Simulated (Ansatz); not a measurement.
# InH₃ (singlet): wave-function methods side by side, def2-TZVPP

The task here is to estimate one member of a computed series from the others.

The runs use Ansatz 0.2.0, Gaussian basis; def2-TZVPP, core rule «outside noble gas», up to 9 orbitals frozen.

The runs, in order: UHF; CCSD(T) on RHF; CCSD(T) on UHF; BCCD(T) on RHF; CCSDT(Q) on RHF; CCSDT(Q) on UHF; CASSCF and NEVPT2, 6 electrons in 7 orbitals.

25 further runs of the same task are left out: 6 for a known fault of the program, 7 that didn't finish, 12 set aside as unsound or not needed.

## What is computed

The geometry is a PBE0/def2-TZVP stationary point (not a proven minimum) of the parent state, kept for this charge and spin. No spin-orbit coupling is included. Elements past krypton take def2 core potentials.

4 atoms, charge 0, spin multiplicity 1.

Atoms are counted from 1 here; the program's logs count them from 0.

Bond lengths: In1–H2 1.760 Å, H3–H4 0.769 Å.

Set-up of the first run:

Contents of in.yaml:

```yaml
crystal:
  periodic: [false, false, false]
  atoms:
    - {symbol: In, position_ang: [0.000000, 0.017034, -0.038458]}
    - {symbol: H, position_ang: [0.000000, -1.726316, -0.276632]}
    - {symbol: H, position_ang: [0.384545, -0.107040, 2.328746]}
    - {symbol: H, position_ang: [-0.384545, -0.107040, 2.328746]}
basis:
  gaussian: {orbitals: def2-TZVPP}
magnetization: {spin_polarized: true, initial_magnetization: 0}
hamiltonian: {xc: hf}
output: {orbitals: {seedname: orbitals}}
```

Started as:

```bash
$ ansatz run in.yaml --threads 1 --pin off --events-out ev --progress --plain --max-ram 2393MiB
```

Steps of the session up to this table: UHF; CCSD(T) on RHF; CCSD(T) on UHF; BCCD(T) on RHF; CCSDT(Q) on RHF; CCSDT(Q) on UHF; CASSCF and NEVPT2, 6 electrons in 7 orbitals.

One table of the session follows, with a row left open; its other results are not shown here.

| method | from RCCSDT(Q) (kcal/mol) |
| --- | --- |
| RHF | +72.89 |
| UHF | +72.73 |
| RMP2 | ? |
| RCCSD | +1.27 |
| RCCSD(T) | +0.26 |
| BCCD(T) | +0.26 |
| RCCSDT | +0.03 |
| RCCSDT(Q) | 0 |
| CASSCF valence | +36.44 |
| NEVPT2 valence | +11.35 |

Q: Estimate the row for RMP2 from the others.

The run gave: from RCCSDT(Q) (kcal/mol): +16.52. In the column «from RCCSDT(Q) (kcal/mol)» it lies between NEVPT2 valence (+11.35) and CASSCF valence (+36.44).

Not comparable, so not listed: CCSD(T) on UHF; CCSDT(Q) on UHF (they don't share determinant, frozen orbitals or solution with the rows shown, or repeat one).

To keep in mind: Warnings: restricted reference is unstable; spin contamination.
